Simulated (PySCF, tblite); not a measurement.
**C₇H₉O radical: geometry, infrared bands and EPR parameters**

What infrared bands and EPR parameters should C₇H₉O radical (`C=CC1(C=C)C[CH]O1`) show?

The runs use tblite 0.8.0 and PySCF 2.14.0, with density-fitted response routines of our own; the level of theory stands in each step. All values are computed, except where a source is named. Atoms are numbered from 0 throughout.

### Step 1. Starting geometry

17 atoms, charge 0, multiplicity 2; geometry from: force field or distance geometry start.

Bonds of the start (Å): C0–C1 1.32, C1–C2 1.48, C2–C3 1.48, C3–C4 1.34, C2–C5 1.50, C5–C6 1.51, C6–O7 1.40, O7–C2 1.40, C0–H8 1.10, C0–H9 1.10, C1–H10 1.11, C3–H11 1.07, C4–H12 1.10, C4–H13 1.08, C5–H14 1.12, C5–H15 1.08, C6–H16 1.11.

### Step 2. Geometry optimisation with GFN2-xTB

Job settings and geometry (Å):

```
{"job": {"kind": "relax", "xc": "GFN2-xTB", "basis": "xTB"}, "charge": 0, "multiplicity": 2}
C     -1.836200    -1.504500     0.424600
C     -0.610600    -1.160100     0.091900
C      0.002600     0.162500     0.368000
C      1.325900     0.261500    -0.281200
C      2.245400    -0.646400     0.072000
C     -0.942900     1.305400     0.122900
C     -0.194100     1.858800     1.316200
O      0.061400     0.536600     1.713600
H     -2.536400    -0.821100     0.922500
H     -2.234900    -2.501600     0.209700
H      0.014600    -1.929000    -0.397900
H      1.522000     1.034400    -0.990000
H      3.215200    -0.527300    -0.432700
H      2.076600    -1.440400     0.779800
H     -1.991700     1.099400     0.458900
H     -0.848700     1.867500    -0.790300
H      0.724800     2.416200     1.051500
```

On the command line:

```bash
> OMP_NUM_THREADS=1 python probes_run.py task.json out
```

This one command runs all jobs of the session in turn.

**Question.** This job is followed by: GFN2-xTB harmonic vibrations, gas phase; UKS B3LYP, pcH-1 on C H O, non-relativistic, mean-field spin-orbit, GIAO. What will the session give for the following? strongest single infrared mode (GFN2-xTB); zero-point energy (GFN2-xTB); g(iso) (B3LYP); ⟨S²⟩; largest a(iso) (averaged by class); potential on the surface of density 0.002 e/bohr³, 1st and 99th percentile.

As calculated:

```
                                                                  quantity                 value
                                 strongest single infrared mode (GFN2-xTB)  3063 cm⁻¹, 61 km/mol
                                              zero-point energy (GFN2-xTB)         84.7 kcal/mol
                                                            g(iso) (B3LYP)               2.00342
                                                                      ⟨S²⟩    0.753 (exact 0.75)
                                        largest a(iso) (averaged by class)  13C on C6, 194.7 MHz
potential on the surface of density 0.002 e/bohr³, 1st and 99th percentile    -1.21 V and 1.01 V
```

In words: Over 145 steps the energy fell by 1.137 eV; of the close pairs, C2–C5 changed most, 1.503 to 1.554 Å. No mode is imaginary among the 45: a minimum at this level. The strongest single mode, at 3063 cm⁻¹, moves mainly H10 and H11. Unscaled tight-binding wavenumbers are off by several per cent, some by more. Its intensities can rank the bands wrongly. C6 carries the largest spin population, 0.87 e. The isotropic g lies 1.1 ppt above the free-electron value. These values are for one conformer; the search (at its own cheap level) found 1 more, at 0.27 kcal/mol, and measured spectra average over such forms.
